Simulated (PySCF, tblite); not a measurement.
# C5H5PS: geometry, infrared bands and NMR shifts

Aim: predict the infrared bands and NMR shifts of C5H5PS (`C=Cc1cpcs1`).

The runs use tblite 0.8.0 and PySCF 2.14.0, with density-fitted response routines of our own; the level of theory stands in each step. All values are computed, except where a source is named. Atoms count from 0, in the outputs and in this text.

### 1 Starting geometry

12 atoms, charge 0, multiplicity 1; geometry from: force field or distance geometry start.

Bonds of the start (Å): C0–C1 1.33, C1–C2 1.47, C2–C3 1.45, C3–P4 1.89, P4–C5 1.86, C5–S6 1.74, S6–C2 1.74, C0–H7 1.08, C0–H8 1.09, C1–H9 1.09, C3–H10 1.07, C5–H11 1.08.

### 2 Optimising the geometry with GFN2-xTB

The job: settings as JSON, then the geometry in Å.

```
{"job": {"kind": "relax", "xc": "GFN2-xTB", "basis": "xTB"}, "charge": 0, "multiplicity": 1}
C     -1.897000    -1.165200     0.410300
C     -1.470800     0.089100     0.288900
C     -0.038500     0.249300     0.006900
C      0.375100     1.636600    -0.116600
P      2.225000     1.451000    -0.478600
C      2.591700    -0.373600    -0.532800
S      1.048300    -1.095100    -0.202000
H     -1.147700    -1.934600     0.274300
H     -2.939400    -1.401500     0.630400
H     -2.124600     0.949700     0.422600
H     -0.073200     2.607100    -0.035100
H      3.452400    -1.013500    -0.694300
```

The run is started by

```sh
> OMP_NUM_THREADS=1 python probes_run.py task.json out
```

The driver reads the jobs from task.json and runs them one after another.

**Question.** This job is followed by: GFN2-xTB harmonic vibrations, gas phase; GIAO PBE0/pcSseg-1 NMR shielding, non-relativistic, gas phase. What will the session give for the following? strongest single infrared mode (GFN2-xTB); zero-point energy (GFN2-xTB); ¹³C shifts against TMS (PBE0/pcSseg-1); ¹H shifts against TMS (PBE0/pcSseg-1); ³¹P shifts against H3PO4 (PBE0/pcSseg-1); ³³S shifts against CS2 (PBE0/pcSseg-1); surface potential, 1st and 99th percentile.

**Answer**, as computed:

| quantity | value |
| --- | --- |
| strongest single infrared mode (GFN2-xTB) | 3140 cm⁻¹, 41 km/mol |
| zero-point energy (GFN2-xTB) | 51.2 kcal/mol |
| ¹³C shifts against TMS (PBE0/pcSseg-1) | 169.8, 165.9, 152.1, 139.8, 122.4 ppm |
| ¹H shifts against TMS (PBE0/pcSseg-1) | 8.66, 7.93, 7.16, 6.29, 5.59 ppm |
| ³¹P shifts against H3PO4 (PBE0/pcSseg-1) | 232.1 ppm |
| ³³S shifts against CS2 (PBE0/pcSseg-1) | 313 ppm |
| surface potential, 1st and 99th percentile | -0.61 V and 1.10 V |

What this shows: The optimisation took 31 steps and gained 1.814 eV; among the close pairs (by a distance rule), P4–C5 changed most, from 1.862 to 1.706 Å. No mode is imaginary among the 30: a minimum at this level. The strongest single mode, at 3140 cm⁻¹, moves mainly H8. GFN2-xTB is a fitted tight-binding method: band positions and strengths are rough. Its intensities can rank the bands wrongly. At PBE0/pcSseg-1: The largest span, 557 ppm, is at P4, where the paramagnetic term is -880 ppm. NICS(1)zz of -23 ppm above the planar ring from C2 marks a diatropic (aromatic) ring current. At PBE0/pcSseg-1, counted by nearest atom on the grid, the HOMO lies on C5 22 %; P4 20 %, the LUMO on C5 21 %; S6 17 %.
